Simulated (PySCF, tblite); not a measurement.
**C5H6ClFO: geometry, infrared bands and NMR shifts**

Aim: predict the infrared bands and NMR shifts of C5H6ClFO (`C[C@@]1(C(=O)Cl)C[C@H]1F`).

Computed with tblite 0.8.0 and PySCF 2.14.0, with density-fitted response routines of our own, on a single molecule in the gas phase. Atoms are numbered from 0 throughout.

## Step 1: The starting structure

14 atoms, charge 0, multiplicity 1; geometry from: force field or distance geometry start.

Bonds of the start (Å): C0–C1 1.48, C1–C2 1.48, C2–O3 1.15, C2–Cl4 1.79, C1–C5 1.55, C5–C6 1.48, C6–F7 1.41, C6–C1 1.51, C0–H8 1.17, C0–H9 1.11, C0–H10 1.08, C5–H11 1.10, C5–H12 1.12, C6–H13 1.07.

## Step 2: Relaxing the molecule with GFN2-xTB

The job: settings as JSON, then the geometry in Å.

```
{"job": {"kind": "relax", "xc": "GFN2-xTB", "basis": "xTB"}, "charge": 0, "multiplicity": 1}
C      0.589900     1.134600     0.725500
C      0.162800    -0.106500     0.034400
C      1.247100    -0.926800    -0.548800
O      1.521200    -2.029900    -0.349000
Cl     2.257000    -0.095200    -1.770700
C     -1.118800    -0.907600     0.363800
C     -1.125800     0.108000    -0.718500
F     -1.805400     1.279800    -0.328600
H      1.246700     0.846000     1.645500
H     -0.278700     1.687000     1.154000
H      1.176400     1.843400     0.169100
H     -1.468200    -0.722800     1.385700
H     -1.170100    -1.958700    -0.029400
H     -1.234900    -0.151700    -1.755200
```

The run is started by

```bash
$ OMP_NUM_THREADS=1 python probes_run.py task.json out
```

This one command runs all jobs of the session in turn.

**Question.** This job is followed by: GFN2-xTB harmonic vibrations, gas phase; GIAO PBE0/pcSseg-1 NMR shielding, non-relativistic, gas phase. Predict these results of the whole session: strongest single infrared mode (GFN2-xTB); zero-point energy (GFN2-xTB); 13C shifts against TMS (PBE0/pcSseg-1); 1H shifts against TMS (PBE0/pcSseg-1, means over atoms taken as alike); 17O shifts against H2O (PBE0/pcSseg-1); 35Cl shifts against HCl (PBE0/pcSseg-1); 19F shifts against CFCl3 (PBE0/pcSseg-1).

The runs gave:

| quantity | value |
| --- | --- |
| strongest single infrared mode (GFN2-xTB) | 1787 cm⁻¹, 330 km/mol |
| zero-point energy (GFN2-xTB) | 62.7 kcal/mol |
| 13C shifts against TMS (PBE0/pcSseg-1) | 187.4, 84.1, 34.5, 28.6, 17.8 ppm |
| 1H shifts against TMS (PBE0/pcSseg-1, means over atoms taken as alike) | 4.91, 1.70, 1.50, 1.25 ppm |
| 17O shifts against H2O (PBE0/pcSseg-1) | 556.1 ppm |
| 35Cl shifts against HCl (PBE0/pcSseg-1) | 458 ppm |
| 19F shifts against CFCl3 (PBE0/pcSseg-1) | -229.4 ppm |

**Reading.** The optimisation took 92 steps and gained 0.744 eV; among the close pairs (by a distance rule), C0–H8 changed most, from 1.167 to 1.088 Å. No mode is imaginary among the 36: a minimum at this level. The strongest single mode, at 1787 cm⁻¹, moves mainly C2 and O3. GFN2-xTB is a fitted tight-binding method: band positions and strengths are rough. Its intensities can rank the bands wrongly. H13 (hydrogen on a three-membered-ring carbon bearing a halogen) lies farthest downfield among hydrogen, at 4.91 ppm; its carbon carries F, an electronegative neighbour.
